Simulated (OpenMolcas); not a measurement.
# UHF/def2-SVPD (core potential) run of CH3Te (SMILES C[Te])

Aim: the vertical doublet–quartet gap of CH3Te at UHF/def2-SVPD (core potential), from 2 runs. 

The results are computed with OpenMolcas 26.06.

4 further runs of the same task are left out: 4 set aside as unsound or not needed.

### 1 The molecule

CH3Te: 5 atoms, total charge 0, spin state doublet. As SMILES, `C[Te]`. Geometry: relaxed at PBE0-D4/def2-TZVP.

Bond lengths: C1–Te2 2.136 Å, C1–H3 1.087 Å, C1–H4 1.087 Å, C1–H5 1.091 Å. Angles: Te2–C1–H3 110.1°, Te2–C1–H4 110.1°, Te2–C1–H5 106.5°, H3–C1–H4 111.4°, H3–C1–H5 109.3°, H4–C1–H5 109.3°.

### 2 Energy and gradient at UHF/def2-SVPD (core potential)

The input, run.inp:

```
>>> EXPORT MOLCAS_PRINT=2

&GATEWAY
  BasLib=$CurrDir
  Coord
  5
  angstrom
  C       -0.203900      -0.046100      -0.001400
  Te       1.912000       0.238200       0.073400
  H       -0.456800      -1.054800       0.316200
  H       -0.702500       0.699400       0.613500
  H       -0.498800       0.089500      -1.043200
  Basis=def2-SVPD
  Group=NoSym

&SEWARD

&SCF
  UHF
  Spin=2
  PrOrbitals=1 2

&ALASKA
```

The basis set def2-SVPD is read from a file made from the Basis Set Exchange's data (not shown).

On the command line:

```bash
$ export MOLCAS_MEM=1860
$ pymolcas run.inp > run.log
```

What it wrote:

```text
--- Start Module: gateway ---
[...]
--- Stop Module: gateway /rc=_RC_ALL_IS_WELL_ ---
[...]
      Basis functions           79
[...]
--- Start Module: scf ---
[...]
       Convergence after  13 Iterations
[...]
::    Total SCF energy                               -306.5692528361
[...]
      Total spin, S                                     0.5054928342
[...]
      Total electronic charge=   33.000000
      Total            charge=   -0.000000
[...]
      Dipole Moment (debye):
      Origin of the operator (angstrom)=    1.6854    0.2078    0.0649
                   X= -1.3884E+00               Y= -1.8412E-01               Z= -6.1695E-02           Total=  1.4019E+00
      Quadrupole Moment (debye*angstrom):
[...]
--- Stop Module: scf /rc=_RC_ALL_IS_WELL_ ---
[...]
--- Start Module: alaska ---
[...]
 *              Molecular gradients               *
 **************************************************
  Irreducible representation: a
 ------------------------------------------------------------------------------------------
                              X                       Y                       Z
 ------------------------------------------------------------------------------------------
  C1                6.88296542236788E-03    5.62802401623652E-04    1.96867823887184E-03
  TE2              -8.82681623422066E-03   -1.11553115428942E-03   -6.88048975490962E-04
  H3                7.17345268625325E-04   -1.28767680680841E-03   -4.55253203111017E-05
  H4                3.29583763410302E-04    1.41519548796820E-03    4.12324179348555E-04
  H5                8.96921779748761E-04    4.25210071525961E-04   -1.64742812242746E-03
 ------------------------------------------------------------------------------------------
--- Stop Module: alaska /rc=_RC_ALL_IS_WELL_ ---
[...]
```

Wall time 7.8 s (1 thread of AMD EPYC 9R45 (Zen 5), shared host); peak memory 0.45 GiB.

### 3 The quartet, same level

The input, run.inp:

```
>>> EXPORT MOLCAS_PRINT=2
&gateway
baslib
$CurrDir
coord
5
angstrom
C       -0.203900      -0.046100      -0.001400
Te       1.912000       0.238200       0.073400
H       -0.456800      -1.054800       0.316200
H       -0.702500       0.699400       0.613500
H       -0.498800       0.089500      -1.043200
basis
def2-SVPD
group
NoSym
&seward
&scf
uhf
spin
4
prorbitals
1 2
&alaska
```

The basis set def2-SVPD is read from a file made from the Basis Set Exchange's data (not shown).

On the command line:

```bash
$ export MOLCAS_MEM=1860
$ pymolcas run.inp > run.log
```

What it wrote:

```text
--- Start Module: gateway ---
[...]
--- Stop Module: gateway /rc=_RC_ALL_IS_WELL_ ---
[...]
      Basis functions           79
[...]
--- Start Module: scf ---
[...]
       Convergence after  17 Iterations
[...]
::    Total SCF energy                               -306.4463057377
[...]
      Total spin, S                                     1.5031274770
[...]
      Total electronic charge=   33.000000
      Total            charge=   -0.000000
[...]
      Dipole Moment (debye):
      Origin of the operator (angstrom)=    1.6854    0.2078    0.0649
                   X= -8.2137E-01               Y= -1.1330E-01               Z= -1.2386E-02           Total=  8.2924E-01
      Quadrupole Moment (debye*angstrom):
[...]
--- Stop Module: scf /rc=_RC_ALL_IS_WELL_ ---
[...]
--- Start Module: alaska ---
[...]
 *              Molecular gradients               *
 **************************************************
  Irreducible representation: a
 ------------------------------------------------------------------------------------------
                              X                       Y                       Z
 ------------------------------------------------------------------------------------------
  C1                6.94833332312041E-02    8.26520369016592E-03    8.25991390537362E-03
  TE2              -7.81417666092850E-02   -1.03321832052765E-02   -3.71016878422781E-03
  H3                2.56173182394726E-03    3.91234874481050E-03   -2.96049524804043E-03
  H4                3.35265411315477E-03   -1.86055842116462E-03   -3.94526099204029E-03
  H5                2.74404744097012E-03    1.51891914617064E-05    2.35601111892425E-03
 ------------------------------------------------------------------------------------------
--- Stop Module: alaska /rc=_RC_ALL_IS_WELL_ ---
[...]
```

Run time: 8.4 s. Hardware: 1 thread of AMD EPYC 9R45 (Zen 5), shared host; peak memory 0.44 GiB.

### 4 Outcome

Level: UHF/def2-SVPD (core potential).

| quantity | value |
| --- | --- |
| doublet: total energy | -306.56925 Eh |
| doublet: dipole moment | 1.40 D |
| doublet: HOMO energy (highest over α and β) | -8.04 eV |
| doublet: LUMO energy (lowest over α and β) | -0.15 eV |
| doublet: ⟨S²⟩ | 0.761 |
| doublet: largest force on an atom | 0.459 eV/Å |
| quartet: total energy | -306.44631 Eh |
| quartet: dipole moment | 0.83 D |
| quartet: HOMO energy (highest over α and β) | -4.50 eV |
| quartet: LUMO energy (lowest over α and β) | -0.53 eV |
| quartet: ⟨S²⟩ | 3.763 |
| quartet: largest force on an atom | 4.058 eV/Å |
| vertical energy of the quartet above the doublet | 3.346 eV |

At this shape the quartet lies 3.35 eV (77 kcal/mol) above the doublet. The largest force (doublet) is 0.46 eV/Å: the shape isn't a stationary point for this species at this level. Mulliken charges (quartet) run from -0.42 on C1 to +0.15 on Te2; in a basis this large or diffuse they mean little.
